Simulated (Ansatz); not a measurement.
# BW2: a hydrostatic pressure series

How does BW2 compress? Cell and atoms are relaxed at 6 pressures between -2 and 40 GPa.

Computed with Ansatz 0.2.0 (DFT PBEsol, scalar-relativistic, plane waves, PAW, unless a step's input says otherwise).

1 further run of the same task is left out (set aside as unsound or not needed).

## 1. The structure to begin with

Symmetry: I4/mcm, No. 140, tetragonal system. Conventional cell: a = 5.536 Å, b = 5.536 Å, c = 4.751 Å, α = 90.00°, β = 90.00°, γ = 90.00°. B (site symmetry 422) is surrounded by 8 W at 2.37 Å and 2 B at 2.38 Å. W (site symmetry m2m) is surrounded by 4 B at 2.37 Å and 3 W at 2.66 to 2.69 Å.

Coordinates:

```
CELL_PARAMETERS angstrom
-2.76812 2.76812 2.37535
2.76812 -2.76812 2.37535
2.76812 2.76812 -2.37535
ATOMIC_POSITIONS crystal
B 0.25000 0.25000 0.00000
B 0.75000 0.75000 0.00000
W 0.66993 0.16993 0.83985
W 0.16993 0.33007 0.50000
W 0.33007 0.83007 0.16015
W 0.83007 0.66993 0.50000
```

It is the result of an earlier relaxation at this level (volume 12.13 Å³/atom; gap on the mesh: none (metal)).

## 2. Relaxing at -2 GPa

Contents of input.yaml:

```yaml
crystal:
  lattice:
    - [-2.7858928918, 2.7858928918, 2.3905971229]
    - [2.7858928918, -2.7858928918, 2.3905971229]
    - [2.7858928918, 2.7858928918, -2.3905971229]
  atoms:
    - { symbol: B, position: [0.25, 0.25, 0.0] }
    - { symbol: B, position: [0.75, 0.75, 0.0] }
    - { symbol: W, position: [0.6699262554, 0.1699262554, 0.8398525108] }
    - { symbol: W, position: [0.1699262554, 0.3300737446, 0.5] }
    - { symbol: W, position: [0.3300737446, 0.8300737446, 0.1601474892] }
    - { symbol: W, position: [0.8300737446, 0.6699262554, 0.5] }
basis:
  ecutwfc: 420
kpoints:
  mp_grid: { grid: [10, 10, 10] }
hamiltonian:
  xc: pbesol
scf:
  occupations: { method: gaussian, width: 0.1 }
output:
  forces: true
  stress: true
  eigenvalues: true
relax:
  adjacent_minimum: "off"
  f_tol: 0.008
  max_steps: 50
  cell: { stress_tol: 0.08, p_target: -2.0 }
```

The run is started by

```sh
$ ansatz run input.yaml --threads 1 --pin off --max-ram 2560MiB --backend cpu --events-out ev --progress --plain --runs-dir out
```

The session goes on with these runs: 2 GPa; 5 GPa; 10 GPa; 20 GPa; relaxing at 40 GPa.

Before running it: what results should come out? Wanted: bulk modulus B0; B0'.

**Answer**, as computed:

```
                                     quantity                        value
                             volume at 40 GPa  11.04 Å³/atom, V/V0 = 0.910
bulk modulus B0 (third-order Birch-Murnaghan)                      349 GPa
                                          B0'                          4.0
```

In words: Up to 40 GPa the volume falls by 9.0 %. The points follow one equation of state, B0 = 349 GPa. Other structures may take over in this range; these runs cannot find them. Spin-orbit coupling is left out for W.
